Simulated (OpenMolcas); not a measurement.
**CuCl (SMILES [Cl][Cu]) at 6 levels**

Aim: a comparison of 6 runs (HF/STO-3G, HF/3-21G, HF/cc-pVTZ, B3LYP/6-31G*, PBE/cc-pVTZ, SVWN5/cc-pVTZ) of CuCl. 

Program for the calculation: OpenMolcas 26.06.

1 further run of the same task is left out (it didn't finish).

### 1 Starting point

CuCl has 2 atoms, charge 0, and is taken as a singlet. SMILES: `[Cl][Cu]`. The coordinates come from a PBE0-D4/def2-TZVP relaxation.

Bond lengths: Cl1–Cu2 2.076 Å.

### 2 Energy and forces at HF/STO-3G (run 1)

calc.inp

```
>>> EXPORT MOLCAS_PRINT=2

&gateway
 baslib=$CurrDir
 coord
 2
 angstrom
 Cl       0.898300      -0.345200       0.446400
 Cu      -0.868800       0.285000      -0.442400
 basis=STO-3G
 group=NoSym

&seward

&scf
 thresholds=1e-10 1e-07 1e-07 1e-05
 prorbitals=1

&alaska
```

The basis set STO-3G is read from a file made from the Basis Set Exchange's data (not shown).

The run is started by

```console
$ export MOLCAS_MEM=1860
$ pymolcas calc.inp > calc.log
```

The program printed:

```text
--- Start Module: gateway ---
[...]
--- Stop Module: gateway /rc=_RC_ALL_IS_WELL_ ---
[...]
      Basis functions           27
[...]
--- Start Module: scf ---
[...]
       Convergence after  13 Iterations
[...]
::    Total SCF energy                              -2074.9590423243
[...]
      Total spin, S                                     0.0000000000
[...]
      Total electronic charge=   46.000000
      Total            charge=   -0.000000
[...]
      Dipole Moment (debye):
      Origin of the operator (angstrom)=   -0.2376    0.0599   -0.1249
                   X= -4.6204E-01               Y=  1.6478E-01               Z= -2.3239E-01           Total=  5.4280E-01
      Quadrupole Moment (debye*angstrom):
[...]
--- Stop Module: scf /rc=_RC_ALL_IS_WELL_ ---
--- Start Module: alaska ---
[...]
 *              Molecular gradients               *
 **************************************************
  Irreducible representation: a
 ------------------------------------------------------------------------------------------
                              X                       Y                       Z
 ------------------------------------------------------------------------------------------
  CL1               1.13200390593846E-02   -4.03705993731762E-03    5.69365101914876E-03
  CU2              -1.13200390593917E-02    4.03705993731407E-03   -5.69365101915231E-03
 ------------------------------------------------------------------------------------------
--- Stop Module: alaska /rc=_RC_ALL_IS_WELL_ ---
[...]
```

Wall time 1.9 s (1 thread of Arm Neoverse V1, shared host); peak memory 0.37 GiB.

### 3 Energy and gradient at HF/3-21G (run 2)

test.inp

```
&GATEWAY
  BasLib
  $CurrDir
  BasisSet
  Cl.3-21G....
  Cl1 0.898300 -0.345200 0.446400 angstrom
  End of Basis
  BasisSet
  Cu.3-21G....
  Cu2 -0.868800 0.285000 -0.442400 angstrom
  End of Basis

&SEWARD

&SCF
  Thresholds
  1e-10 1e-07 1e-07 1e-05
  PrOrbitals
  1 1

&ALASKA
```

The basis set 3-21G is read from a file made from the Basis Set Exchange's data (not shown).

The run is started by

```console
$ export MOLCAS_MEM=1860
$ pymolcas test.inp > test.log
```

The program printed:

```text
--- Start Module: gateway ---
[...]
--- Stop Module: gateway /rc=_RC_ALL_IS_WELL_ ---
[...]
      Basis functions           40
[...]
--- Start Module: scf ---
[...]
       Convergence after  16 Iterations
[...]
::    Total SCF energy                              -2088.0388831218
[...]
      Total spin, S                                     0.0000000000
[...]
      Total electronic charge=   46.000000
      Total            charge=   -0.000000
[...]
      Dipole Moment (debye):
      Origin of the operator (angstrom)=   -0.2376    0.0599   -0.1249
                   X= -5.7881E+00               Y=  2.0642E+00               Z= -2.9112E+00           Total=  6.7999E+00
      Quadrupole Moment (debye*angstrom):
[...]
--- Stop Module: scf /rc=_RC_ALL_IS_WELL_ ---
--- Start Module: alaska ---
[...]
 *              Molecular gradients               *
 **************************************************
  Irreducible representation: a
 ------------------------------------------------------------------------------------------
                              X                       Y                       Z
 ------------------------------------------------------------------------------------------
  CL1              -3.56594877253613E-03    1.27172254906860E-03   -1.79356871089809E-03
  CU2               3.56594877252192E-03   -1.27172254906860E-03    1.79356871088743E-03
 ------------------------------------------------------------------------------------------
--- Stop Module: alaska /rc=_RC_ALL_IS_WELL_ ---
[...]
```

It took 2.2 s on 1 thread of Arm Neoverse V1, shared host; peak memory 0.37 GiB.

Run 3 isn't shown in full; the table further down has it.

### 4 Energy and forces at B3LYP/6-31G(d) (Cartesian functions) (run 4)

struct.xyz

```xyz
2

Cl     0.898300    -0.345200     0.446400
Cu    -0.868800     0.285000    -0.442400
```

test.inp

```
* ClCu Kohn-Sham DFT
&GATEWAY
BasLib = $CurrDir
Coord = struct.xyz
Basis = 6-31Gs
Group = NoSym
&SEWARD
GridInput
Grid=UltraFine
End of Grid
&SCF
KSDFT = B3LYP
Thresholds = 1e-10 1e-07 1e-07 1e-05
PrOrbitals = 1
&ALASKA
```

The basis set 6-31G* is read from a file made from the Basis Set Exchange's data (not shown).

The run is started by

```console
$ export MOLCAS_MEM=1860
$ pymolcas test.inp > test.log
```

The program printed:

```text
--- Start Module: gateway ---
[...]
--- Stop Module: gateway /rc=_RC_ALL_IS_WELL_ ---
[...]
      Basis functions           55
[...]
--- Start Module: scf ---
[...]
       Convergence after  20 Iterations
[...]
::    Total KS-DFT energy                           -2100.4499980827
[...]
      Total spin, S                                     0.0000000000
[...]
      Total electronic charge=   46.000000
      Total            charge=   -0.000000
[...]
      Dipole Moment (debye):
      Origin of the operator (angstrom)=   -0.2376    0.0599   -0.1249
                   X= -4.2123E+00               Y=  1.5022E+00               Z= -2.1187E+00           Total=  4.9486E+00
      Quadrupole Moment (debye*angstrom):
[...]
--- Stop Module: scf /rc=_RC_ALL_IS_WELL_ ---
[...]
--- Start Module: alaska ---
[...]
 *              Molecular gradients               *
 **************************************************
  Irreducible representation: a
 ------------------------------------------------------------------------------------------
                              X                       Y                       Z
 ------------------------------------------------------------------------------------------
  CL1               1.64070642047207E-02   -5.85124183253605E-03    8.25227527427685E-03
  CU2              -1.64070642047065E-02    5.85124183252184E-03   -8.25227527427685E-03
 ------------------------------------------------------------------------------------------
--- Stop Module: alaska /rc=_RC_ALL_IS_WELL_ ---
[...]
```

Wall time 9.3 s (1 thread of Arm Neoverse V1, shared host); peak memory 0.39 GiB.

Run 5 isn't shown in full; the table further down has it.

### 5 Energy and gradient at SVWN5/cc-pVTZ (run 6)

job.input

```
* ClCu Kohn-Sham DFT
&GATEWAY
BasLib=$CurrDir
Coord
2
angstrom
Cl       0.898300      -0.345200       0.446400
Cu      -0.868800       0.285000      -0.442400
Basis=cc-pVTZ
Group=NoSym
&SEWARD
GridInput
Grid=UltraFine
End of Grid
&SCF
KSDFT=SVWN5
Thresholds=1e-10 1e-07 1e-07 1e-05
PrOrbitals=1 1
&ALASKA
```

The basis set cc-pVTZ is read from a file made from the Basis Set Exchange's data (not shown).

The run is started by

```console
$ export MOLCAS_MEM=1860
$ pymolcas job.input > job.log
```

The program printed:

```text
--- Start Module: gateway ---
[...]
--- Stop Module: gateway /rc=_RC_ALL_IS_WELL_ ---
[...]
      Basis functions          102
[...]
--- Start Module: scf ---
[...]
       Convergence after  18 Iterations
[...]
::    Total KS-DFT energy                           -2096.5951821079
[...]
      Total spin, S                                     0.0000000000
[...]
      Total electronic charge=   46.000000
      Total            charge=   -0.000000
[...]
      Dipole Moment (debye):
      Origin of the operator (angstrom)=   -0.2376    0.0599   -0.1249
                   X= -3.7269E+00               Y=  1.3291E+00               Z= -1.8745E+00           Total=  4.3784E+00
      Quadrupole Moment (debye*angstrom):
[...]
--- Stop Module: scf /rc=_RC_ALL_IS_WELL_ ---
[...]
--- Start Module: alaska ---
[...]
 *              Molecular gradients               *
 **************************************************
  Irreducible representation: a
 ------------------------------------------------------------------------------------------
                              X                       Y                       Z
 ------------------------------------------------------------------------------------------
  CL1               1.41882111136127E-02   -5.05993472209987E-03    7.13625828232090E-03
  CU2              -1.41882111136340E-02    5.05993472210697E-03   -7.13625828234221E-03
 ------------------------------------------------------------------------------------------
--- Stop Module: alaska /rc=_RC_ALL_IS_WELL_ ---
[...]
```

Run time: 23 s. Hardware: 1 thread of Arm Neoverse V1, shared host; peak memory 0.57 GiB.

### 6 All runs side by side

```
run                               level  Cartesian functions  integration grid   energy (Eh)  dipole moment (D)  HOMO energy (eV)  LUMO energy (eV)  wall time
  1                           HF/STO-3G                   no                 –  -2074.959042               0.54             -7.42              2.70      1.9 s
  2                            HF/3-21G                   no                 –  -2088.038883               6.80             -9.53              0.01      2.2 s
  3                          HF/cc-pVTZ                   no                 –  -2098.542116               6.45            -10.53             -0.31       17 s
  4  B3LYP/6-31G* (Cartesian functions)                  yes         UltraFine  -2100.449998               4.95             -6.13             -3.08      9.3 s
  5                         PBE/cc-pVTZ                   no         UltraFine  -2100.392162               4.45             -5.94             -3.90       25 s
  6                       SVWN5/cc-pVTZ                   no         UltraFine  -2096.595182               4.38             -6.19             -4.11       23 s
```

### 7 Outcome

```
                       quantity           value
            run 6: total energy  -2096.59518 Eh
           run 6: dipole moment          4.38 D
             run 6: HOMO energy        -6.19 eV
             run 6: LUMO energy        -4.11 eV
           run 6: HOMO–LUMO gap         2.08 eV
run 6: largest force on an atom      0.857 eV/Å
```

**Reading.** The dipole moment (its size) runs from 0.54 D (HF/STO-3G) to 6.80 D (HF/3-21G). So wide a spread suggests that the runs ended on unlike SCF solutions, not only an effect of the method. The HOMO–LUMO gap runs from 2.04 eV (PBE/cc-pVTZ) to 10.22 eV (HF/cc-pVTZ). Exact exchange widens orbital gaps. Totals of different functionals can't be ranked against each other. In run 1 the basis is minimal, so the values are rough. All runs together took 79 s, the longest 25 s.
